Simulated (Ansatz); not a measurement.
# CHFOSi: the cost of one run

Program: Ansatz 0.2.0. Level of theory: RKS PBE/def2-SVP. These are calculated values, not measurements.

**1. The structure to begin with**

Bond lengths: O1–C2 1.329 Å, C2–Si3 1.723 Å, Si3–F4 1.614 Å, O1–H5 0.971 Å. Angles: O1–C2–Si3 132.0°, C2–O1–H5 112.6°, C2–Si3–F4 126.3°.

Structure file:

```xyz
5

O     0.5893    1.4215    0.3473
C    -0.0702    0.2701    0.4226
Si    0.0864   -1.2074   -0.4502
F    -0.7133   -2.5781   -0.1574
H     0.1078    2.0940   -0.1623
```

**2. End point A**

File input.yaml:

```yaml
crystal:
  periodic: [false, false, false]
  atoms:
    - { symbol: O, position_ang: [0.58927, 1.42145, 0.34728] }
    - { symbol: C, position_ang: [-0.07017, 0.27013, 0.42258] }
    - { symbol: Si, position_ang: [0.08645, -1.20741, -0.45024] }
    - { symbol: F, position_ang: [-0.71334, -2.57814, -0.15736] }
    - { symbol: H, position_ang: [0.10779, 2.09397, -0.16226] }
basis:
  gaussian: { orbitals: def2-SVP }
hamiltonian:
  xc: pbe
relax:
  f_tol: 0.015
  max_steps: 40
output:
  orbitals: {}
```

Launch:

```sh
ansatz run input.yaml --threads 1 --pin off --max-ram 2048MiB --backend cpu --events-out ev --progress --plain --runs-dir out
```

Q: Estimate wall time and peak memory on 1 thread of Arm Neoverse N1, shared host.

About 30 s, with a peak of 0.16 GiB.
